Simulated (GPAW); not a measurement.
The system is Co3Ir.

```
Ir Co
1.0
     3.58256    0.00000    0.00000
     0.00000    3.58256    0.00000
     0.00000    0.00000    3.58256
Ir Co
1 3
Direct
  0.00000 0.00000 0.00000
  0.50000 0.50000 0.00000
  0.50000 0.00000 0.50000
  0.00000 0.50000 0.50000
```

The cell comes from a database or a generator and needn't be the stable form of this composition.

Program: GPAW 26.7.0. Alike in all runs: task single point; level PBEsol; potentials or basis PAW data sets generated in the run's folder for this functional, pw; cell as given; k mesh 8 × 8 × 8; cutoff (eV) 600; smearing fermi-dirac 0.05 eV. Hardware: 1 thread of Arm Neoverse V1, with other jobs on the host.

Task: Order these runs on this cell by their wall time, lowest first.
A. spin off
B. spin collinear, ferromagnetic start
C. spin collinear, antiferromagnetic start

Result: A (67 s), B (140 s), C (560 s).
